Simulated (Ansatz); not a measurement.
# C3HF6O−: small, medium and large basis sets

Aim: see how fast density functionals converge with the basis set for C3HF6O−.

The runs use Ansatz 0.2.0, Gaussian basis; one geometry, several basis sets.

Levels to be run: PBE0-D4/def2-SVPD; ωB97M-V/def2-SVPD; PBE0-D4/def2-QZVPPD; ωB97M-V/def2-QZVPPD; the functionals' def2-TZVPPD values are taken from earlier runs.

## 1. Structure used throughout

The geometry comes from an earlier relaxation with PBE0-D4 in a triple-zeta def2 set; it is a stationary point, not always the lowest conformer.

SMILES `[O-]C(C(F)(F)F)C(F)(F)F`, 11 atoms, charge -1, spin multiplicity 1.

Atoms are counted from 1 here; the program's logs count them from 0.

Bond lengths: O1–C2 1.303 Å, C2–C3 1.556 Å, C2–C7 1.556 Å, C2–H11 1.133 Å, C3–F4 1.345 Å, C3–F5 1.360 Å, C3–F6 1.342 Å, C7–F8 1.345 Å, C7–F9 1.342 Å, C7–F10 1.360 Å. Angles: O1–C2–C3 112.7°, O1–C2–C7 112.7°, O1–C2–H11 117.4°, C3–C2–C7 109.6°, C3–C2–H11 101.7°, C7–C2–H11 101.7°, C2–C3–F4 109.6°, C2–C3–F5 114.9°, C2–C3–F6 113.8°, F4–C3–F5 105.4°, F4–C3–F6 106.5°, F5–C3–F6 106.0°, C2–C7–F8 109.6°, C2–C7–F9 113.8°, C2–C7–F10 114.9°, F8–C7–F9 106.5°, F8–C7–F10 105.4°, F9–C7–F10 106.0°.

## 2. PBE0-D4 in def2-SVPD

Contents of in.yaml:

```yaml
crystal:
  periodic: [false, false, false]
  atoms:
    - {symbol: O, position_ang: [-1.464328, -1.037244, 0.421547]}
    - {symbol: C, position_ang: [-0.409107, -0.532972, -0.153281]}
    - {symbol: C, position_ang: [-0.628117, 0.931826, -0.630844]}
    - {symbol: F, position_ang: [-1.655403, 0.975720, -1.497180]}
    - {symbol: F, position_ang: [0.425077, 1.482519, -1.292204]}
    - {symbol: F, position_ang: [-0.928086, 1.785067, 0.360874]}
    - {symbol: C, position_ang: [0.857306, -0.604959, 0.748183]}
    - {symbol: F, position_ang: [1.111537, -1.885831, 1.068524]}
    - {symbol: F, position_ang: [0.735163, 0.061492, 1.906763]}
    - {symbol: F, position_ang: [1.999170, -0.144339, 0.170366]}
    - {symbol: H, position_ang: [-0.043204, -1.031289, -1.102759]}
basis:
  gaussian: {orbitals: def2-SVPD}
total_charge: -1
hamiltonian: {xc: pbe0, dispersion: d4}
output: {orbitals: {seedname: orbitals}}
```

The runs that follow: ωB97M-V in def2-SVPD; PBE0-D4 in def2-QZVPPD; ωB97M-V in def2-QZVPPD.

**Question.** What will the summary of the whole plan be? Wanted: PBE0-D4: double and triple zeta above quadruple; ωB97M-V: double and triple zeta above quadruple.

The runs gave:

| quantity | value |
| --- | --- |
| PBE0-D4: double and triple zeta above quadruple | 25.24, 0.98 eV |
| ωB97M-V: double and triple zeta above quadruple | 25.51, 0.89 eV |

What this shows: For PBE0-D4 the step from double to triple zeta gains 24.27 eV and the next only 0.98 eV. Total energies overstate the basis error of differences, where much of it tends to cancel. The LUMO of ωB97M-V is positive and keeps falling with the basis (5.17 to 3.82 eV): an unbound level that the basis holds in place.
